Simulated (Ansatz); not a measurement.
Ta3N: band structure with BLYP

Crystal: Ta3N.

```xyz
4
Lattice="3.0322 0.0000 0.0000 -1.5161 2.6260 0.0000 0.0000 0.0000 7.5241" Properties=species:S:1:pos:R:3 pbc="T T T"
Ta    1.5161    0.8753    6.2155
Ta    0.0000    1.7507    1.3087
Ta    0.0000    0.0000    3.7621
N     0.0000    0.0000    0.0000
```

The cell comes from a database or a generator and needn't be the stable form of this composition.

```json
{"Program": "Ansatz 0.2.0", "Task": "band structure", "Functional": "BLYP", "Potentials or basis": "Ansatz PAW", "Cutoff": "420 eV (not typed: the program's choice for these potentials)", "k mesh": "7 × 7 × 3", "Occupations": "fermi-dirac, width 0.05 eV", "Spin": "no spin polarisation", "Path": "[[\"G\", \"M\", \"K\", \"G\", \"A\", \"L\", \"H\", \"A\"], [\"L\", \"M\"], [\"K\", \"H\"]]", "Points for each segment of the path": "14"}
```

| Property | Result |
| --- | --- |
| Pressure | 7.3 GPa |
| Largest force | 0.128 eV/Å |
| Band gap on the k mesh | none (metal or under the smearing width) |

Forces in eV/Å, atoms in the order of the input:
```
Ta   0.000  0.000 -0.128
Ta   0.000  0.000  0.128
Ta   0.000  0.000  0.000
N    0.000  0.000  0.000
```

Stress tensor (GPa, compression positive):
```
6.49 0.00 0.00
0.00 6.49 0.00
0.00 0.00 8.87
```

Levels at the corners of the path, in eV from the Fermi level:
```csv
point,band 20,band 21,band 22,band 23,band 24,band 25
Γ,-0.51,-0.51,-0.35,0.21,0.21,0.85
M,-1.08,-0.51,0.14,0.62,0.91,3.37
K,-1.41,-1.41,-0.53,0.50,0.50,3.15
Γ,-0.51,-0.51,-0.35,0.21,0.21,0.85
A,-1.09,-0.29,-0.29,0.46,0.46,1.13
L,-1.27,-1.23,0.19,0.90,1.17,2.32
H,-1.42,-1.42,-1.38,0.41,0.41,2.94
A,-1.09,-0.29,-0.29,0.46,0.46,1.13
L,-1.27,-1.23,0.19,0.90,1.17,2.32
M,-1.08,-0.51,0.14,0.62,0.91,3.37
K,-1.41,-1.41,-0.53,0.50,0.50,3.15
H,-1.42,-1.42,-1.38,0.41,0.41,2.94
```

Wall time 4 s on 2 threads of Arm Neoverse V2, with other jobs on the host, peak memory 0.39 GiB.

Caveat: spin-orbit coupling is left out, which moves the levels of the heavy elements; the PAW data sets come from PBE, with cores solved anew for the run's functional, which leaves a small shift of forces and pressure.
